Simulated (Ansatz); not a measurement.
**C2H7InO2S: how energies converge with the basis set**

Aim: see how fast density functionals converge with the basis set for C2H7InO2S.

The runs use Ansatz 0.2.0, Gaussian basis; one geometry, several basis sets.

Plan: PBE0-D4/def2-SVP; ωB97M-V/def2-SVP; PBE0-D4/def2-QZVPP; ωB97M-V/def2-QZVPP; the functionals' def2-TZVPP values are taken from earlier runs.

### Step 1. The relaxed structure

The geometry comes from an earlier relaxation with PBE0-D4/def2-TZVP; it is a stationary point, not always the lowest conformer. In takes the def2 core potential; no spin-orbit term is included.

SMILES `C[O][In]([SH])[O]C`, 13 atoms, charge 0, spin multiplicity 1.

Atoms are counted from 1 here; the program's logs count them from 0.

Bond lengths: C1–O2 1.409 Å, C1–H7 1.097 Å, C1–H8 1.095 Å, C1–H9 1.097 Å, O2–In3 1.966 Å, In3–S4 2.362 Å, In3–O5 1.982 Å, S4–H10 1.345 Å, O5–C6 1.402 Å, C6–H11 1.095 Å, C6–H12 1.099 Å, C6–H13 1.099 Å. Angles: O2–C1–H7 111.7°, O2–C1–H8 108.1°, O2–C1–H9 113.4°, H7–C1–H8 107.8°, H7–C1–H9 107.7°, H8–C1–H9 107.9°, C1–O2–In3 121.1°, O2–In3–S4 123.3°, O2–In3–O5 114.0°, S4–In3–O5 122.8°, In3–S4–H10 92.0°, In3–O5–C6 122.0°, O5–C6–H11 108.4°, O5–C6–H12 113.0°, O5–C6–H13 112.8°, H11–C6–H12 107.3°, H11–C6–H13 107.3°, H12–C6–H13 107.8°.

### Step 2. PBE0-D4 in def2-SVP

Contents of in.yaml:

```yaml
crystal:
  periodic: [false, false, false]
  atoms:
    - {symbol: C, position_ang: [0.789556, -1.975513, 1.803954]}
    - {symbol: O, position_ang: [1.243881, -1.835269, 0.477737]}
    - {symbol: In, position_ang: [0.622888, -0.355524, -0.658115]}
    - {symbol: S, position_ang: [1.424911, 0.021389, -2.847386]}
    - {symbol: O, position_ang: [-0.770793, 0.774712, 0.182716]}
    - {symbol: C, position_ang: [-1.353154, 1.859548, -0.488617]}
    - {symbol: H, position_ang: [1.340564, -1.323520, 2.493179]}
    - {symbol: H, position_ang: [0.959157, -3.011734, 2.114696]}
    - {symbol: H, position_ang: [-0.279078, -1.759259, 1.922531]}
    - {symbol: H, position_ang: [0.618681, 1.085513, -3.011331]}
    - {symbol: H, position_ang: [-2.123634, 2.293721, 0.157596]}
    - {symbol: H, position_ang: [-1.842037, 1.570004, -1.429701]}
    - {symbol: H, position_ang: [-0.630931, 2.655942, -0.717259]}
basis:
  gaussian: {orbitals: def2-SVP}
hamiltonian: {xc: pbe0, dispersion: d4}
output: {orbitals: {seedname: orbitals}}
```

The run is started by

```console
ansatz run in.yaml --threads 2 --pin off --events-out ev --progress --plain --max-ram 22528MiB --backend cpu
```

Further steps of the session: ωB97M-V in def2-SVP; PBE0-D4 in def2-QZVPP; ωB97M-V in def2-QZVPP.

Q: Predict the results of all the runs planned. Wanted: PBE0-D4: double and triple zeta above quadruple; ωB97M-V: double and triple zeta above quadruple.

As calculated:

| quantity | value |
| --- | --- |
| PBE0-D4: double and triple zeta above quadruple | 12.31, 0.75 eV |
| ωB97M-V: double and triple zeta above quadruple | 12.52, 0.73 eV |

In words: For PBE0-D4 the step from double to triple zeta gains 11.55 eV and the next only 0.75 eV. These are total energies; as a rule much of such shifts cancels in differences, which this series doesn't test.
